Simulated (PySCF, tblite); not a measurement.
# C₆H₉F₂GeSi+: geometry, infrared bands and NMR shifts

Wanted: the infrared bands and NMR shifts of C₆H₉F₂GeSi+ (`FC(F)C1=CC=[CH][GeH2][CH2][SiH+]1`), by calculation.

Computed with tblite 0.8.0 and PySCF 2.14.0, with density-fitted response routines of our own, on a single molecule in the gas phase. Atoms count from 0, in the outputs and in this text.

## Step 1: The starting structure

19 atoms, charge 1, multiplicity 1; geometry from: force field or distance geometry start.

Bonds of the start (Å): F0–C1 1.38, C1–F2 1.36, C1–C3 1.51, C3–C4 1.31, C4–C5 1.43, C5–C6 1.31, C6–Ge7 1.89, Ge7–C8 1.88, C8–Si9 1.85, Si9–C3 1.81, C1–H10 1.11, C4–H11 1.08, C5–H12 1.10, C6–H13 1.11, Ge7–H14 1.56, Ge7–H15 1.54, C8–H16 1.12, C8–H17 1.12, Si9–H18 1.49.

## Step 2: Optimising the geometry with GFN2-xTB

Job settings and geometry (Å):

```
{"job": {"kind": "relax", "xc": "GFN2-xTB", "basis": "xTB"}, "charge": 1, "multiplicity": 1}
F     -3.470400    -0.444700     0.351000
C     -2.717600     0.553800    -0.237200
F     -2.856600     1.779800     0.328800
C     -1.294800     0.050800    -0.184400
C     -1.104000    -1.127300     0.367400
C      0.079800    -1.901000     0.569100
C      1.349900    -1.574300     0.626500
Ge     2.289200     0.060300     0.474800
C      1.686700     1.304500    -0.800700
Si    -0.160600     1.259700    -0.910100
H     -2.983500     0.519300    -1.316500
H     -2.013700    -1.604900     0.713200
H     -0.110700    -2.970400     0.721800
H      2.017100    -2.442500     0.808500
H      2.267600     0.740200     1.879800
H      3.766000    -0.280000     0.187600
H      2.080300     1.138700    -1.838600
H      1.950500     2.361900    -0.549500
H     -0.784900     2.585300    -1.198900
```

The run is started by

```
$ OMP_NUM_THREADS=1 python probes_run.py task.json out
```

This one command runs all jobs of the session in turn.

**Question.** This job is followed by: GFN2-xTB harmonic vibrations, gas phase; GIAO PBE0/pcSseg-1 NMR shielding, non-relativistic, gas phase. What will the session give for the following? strongest single infrared mode (GFN2-xTB); zero-point energy (GFN2-xTB); 13C shifts against TMS (PBE0/pcSseg-1); 1H shifts against TMS (PBE0/pcSseg-1, means over atoms taken as alike); 19F shifts against CFCl3 (PBE0/pcSseg-1, means over atoms taken as alike); 73Ge shifts against GeMe4 (PBE0/pcSseg-1); 29Si shifts against TMS (PBE0/pcSseg-1).

As calculated:

| quantity | value |
| --- | --- |
| strongest single infrared mode (GFN2-xTB) | 2073 cm⁻¹, 277 km/mol |
| zero-point energy (GFN2-xTB) | 77.6 kcal/mol |
| 13C shifts against TMS (PBE0/pcSseg-1) | 167.5, 155.3, 147.6, 146.8, 125.5, 50.2 ppm |
| 1H shifts against TMS (PBE0/pcSseg-1, means over atoms taken as alike) | 8.99, 8.01, 7.74, 7.29, 6.81, 5.17, 3.36 ppm |
| 19F shifts against CFCl3 (PBE0/pcSseg-1, means over atoms taken as alike) | -98.9 ppm |
| 73Ge shifts against GeMe4 (PBE0/pcSseg-1) | -181 ppm |
| 29Si shifts against TMS (PBE0/pcSseg-1) | 353.7 ppm |

**Reading.** Relaxing lowered the energy by 1.172 eV in 230 steps; the close pair that moved most is Ge7–C8, from 1.881 to 2.058 Å. All 51 modes are real, so the xTB geometry is a minimum. The strongest single mode, at 2073 cm⁻¹, moves mainly H15 and H14. GFN2-xTB is a fitted tight-binding method: band positions and strengths are rough. Its intensities can rank the bands wrongly. At PBE0/pcSseg-1: The largest span, 598 ppm, is at Si9, where the paramagnetic term is -885 ppm. Spin-orbit coupling is left out, which matters for shieldings and couplings at and beside the heavy atoms.
